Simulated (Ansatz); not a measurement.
I need a polarisability from point charges of CH₆BClGe, SMILES ClC[BH][GeH3]. Use Ansatz 0.2.0 through its Python package. Use (for the species named): MP2, def2-SVP basis, multiplicity 1.

```xyz
10

Cl   -0.9926    2.5767    0.3724
C     0.1983    1.3743    0.6196
B    -0.5016   -0.0586    0.5494
Ge    0.1865   -1.3948   -0.8294
H     0.9815    1.4596   -0.1838
H     0.6696    1.5410    1.6141
H    -1.2869   -0.3458    1.3411
H    -0.6641   -2.6952   -0.6582
H    -0.1324   -0.8040   -2.1974
H     1.6248   -1.7044   -0.6249
```

Script `field_ch6bclge.py`:
```python
"""Response of CH6BClGe to a pair of distant point charges."""

import logging
import sys
import warnings

import ansatz as az
import numpy as np

logging.basicConfig(stream=sys.stdout, format="%(levelname)s:%(name)s:%(message)s")
logger = logging.getLogger("calc")
logger.setLevel(logging.INFO)


def main() -> None:
    warnings.simplefilter("ignore", az.DeckWarning)

    geometry_ang = [
        ("Cl", (-0.9926, 2.5767, 0.3724)),
        ("C", (0.1983, 1.3743, 0.6196)),
        ("B", (-0.5016, -0.0586, 0.5494)),
        ("Ge", (0.1865, -1.3948, -0.8294)),
        ("H", (0.9815, 1.4596, -0.1838)),
        ("H", (0.6696, 1.541, 1.6141)),
        ("H", (-1.2869, -0.3458, 1.3411)),
        ("H", (-0.6641, -2.6952, -0.6582)),
        ("H", (-0.1324, -0.804, -2.1974)),
        ("H", (1.6248, -1.7044, -0.6249)),
    ]
    mol = az.Crystal.molecule()
    for symbol, xyz in geometry_ang:
        mol = mol.atom(symbol, xyz)

    base = (
        mol.calculation()
        .basis(gaussian="def2-SVP")
        .correlation("mp2")
        .forces()
    )
    # charges +q and -q at -R and +R make a nearly even field 2 k q / R^2 at the centre
    centre = np.mean([site.position_ang for site in mol.cartesian_sites], axis=0)
    field = 2 * 14.399645 * 4.0 / 30.0 ** 2


    def dipole(axis, sign):
        arm = 30.0 * np.eye(3)[axis]
        pair = [{"charge": sign * 4.0, "position_ang": (centre - arm).tolist()}, {"charge": -sign * 4.0, "position_ang": (centre + arm).tolist()}]
        deck = base.input().set(az.key.basis.gaussian.point_charges, pair)
        return np.array(az.Session.from_dict(deck).plan().execute().report["charge_distribution"]["dipole_moment_e_ang"])


    logger.info(f"field {field:.4f} V/A")
    alpha = np.array([(dipole(axis, 1) - dipole(axis, -1)) / (2 * field) * 14.399645 for axis in range(3)])
    logger.info("polarisability tensor (A^3)")
    print(np.array2string(alpha, precision=3, suppress_small=True))
    logger.info(f"mean {np.trace(alpha) / 3:.3f} A^3 = {np.trace(alpha) / 3 / 0.14818471:.2f} bohr^3")


if __name__ == "__main__":
    main()
```

```console
$ python field_ch6bclge.py
INFO:calc:field 0.1280 V/A
INFO:calc:polarisability tensor (A^3)
[[ 8.002 -0.656 -0.361]
 [-0.663 10.243  0.676]
 [-0.353  0.665  7.91 ]]
INFO:calc:mean 8.718 A^3 = 58.83 bohr^3
```

The geometry is a force-field or estimated start, not a minimum of this method, and the basis set is short of its limit. The field of two point charges is only nearly even. Without diffuse functions polarisabilities are unreliable, as a rule too low, and they change with the bond lengths of this unrelaxed start. Wall time of the script: 39 s on 1 thread of Arm Neoverse V1, on a shared host, peak memory 0.32 GiB.
